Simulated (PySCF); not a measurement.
# A diatomic session: ZnH+

Aim: find the lowest electronic state of ZnH+, scan its bond at several levels of theory, and get bond length, wavenumber and dissociation energy from each curve.

Program: PySCF 2.14.0. Level of theory: Zn def2-TZVPPD, H def2-TZVPPD, no relativity. These are calculated values, not measurements.

### 1 Input

A driver script around PySCF takes these settings:

```yaml
atoms: Zn, H
charge: 1
basis: Zn def2-TZVPPD, H def2-TZVPPD
Hamiltonian: no relativity
basis_functions: 84
electrons_treated: 30
masses_in_u: 63.9291, 1.0078
levels: PBE0, PBE, r²SCAN, TPSS, M06-2X, PW91, B3LYP, BHandHLYP, CAM-B3LYP, HF, MP2, SCS-MP2, CCSD, CCSD(T)
grid: 80 radial by 434 angular points
occupations: held fixed by the projection of orbital angular momentum
dissociation_limit: Zn+ + H, each in its ground configuration
starting_distance_in_angstrom: 1.610
values_of_2S_to_try: 0, 2
```

Command:

```sh
> OMP_NUM_THREADS=1 python dia.py task.json out
```

After this run come: First curve: PBE0; Excited determinants; PBE (GGA); r²SCAN (meta-GGA); TPSS; M06-2X; PW91 (GGA); B3LYP (global hybrid GGA); BHandHLYP (global hybrid GGA); CAM-B3LYP (range-separated hybrid); RHF; Adding correlation.

Q: Predict the outcome of this session. Wanted: for each run, Re; ωe; De; μ.

The runs gave:

Lowest PBE0 solution found, without spin–orbit coupling: ¹Σ⁺ (singlet), closed shell. The other levels ran on it alone.

| level | Re (Å) | ωe (cm⁻¹) | De (eV) | μ (D) |
| --- | --- | --- | --- | --- |
| RHF | 1.546 | 1971 | 1.20 | -2.52 |
| RHF-MP2 | 1.494 | 2026 | 2.21 | n/a |
| RHF-SCS-MP2 | 1.505 | 1994 | 2.30 | n/a |
| RHF-CCSD | 1.523 | 1898 | 2.34 | n/a |
| RHF-CCSD(T) | 1.523 | 1882 | 2.41 | n/a |
| PBE | 1.535 | 1853 | 2.51 | -1.12 |
| PW91 | 1.531 | 1862 | 2.52 | -1.12 |
| TPSS | 1.526 | 1916 | 2.58 | -1.41 |
| r²SCAN | 1.516 | 1943 | 2.45 | -1.45 |
| B3LYP | 1.532 | 1887 | 2.46 | -1.32 |
| PBE0 | 1.530 | 1913 | 2.32 | -1.51 |
| BHandHLYP | 1.529 | 1947 | 2.24 | -1.75 |
| M06-2X | 1.558 | 1849 | 2.26 | -1.53 |
| CAM-B3LYP | 1.520 | 1952 | 2.45 | -1.48 |

De is counted to Zn+ + H in their ground configurations. A positive dipole points from Zn to H; in an ion it is taken about the centre of mass and does not tell which atom is negative.

Differences from CCSD(T) in the same basis:

| level | Re (mÅ) | ωe (%) |
| --- | --- | --- |
| RHF | +24 | +4.7 |
| RHF-MP2 | -29 | +7.6 |
| RHF-SCS-MP2 | -18 | +5.9 |
| RHF-CCSD | +1 | +0.8 |
| PBE | +12 | -1.6 |
| PW91 | +9 | -1.1 |
| TPSS | +4 | +1.8 |
| r²SCAN | -7 | +3.2 |
| B3LYP | +9 | +0.2 |
| PBE0 | +7 | +1.6 |
| BHandHLYP | +6 | +3.5 |
| M06-2X | +35 | -1.8 |
| CAM-B3LYP | -2 | +3.7 |

In words: Against CCSD(T) in the same basis, the bond length is nearest at RHF-CCSD (+1 mÅ) and farthest at M06-2X (+35 mÅ); the wavenumber is nearest at B3LYP (+0.2 %) and farthest at RHF-MP2 (+7.6 %). Among the levels with a De in the table, it runs from 1.20 eV (RHF) to 2.58 eV (TPSS).

Correlated steps freeze 5 core orbitals.
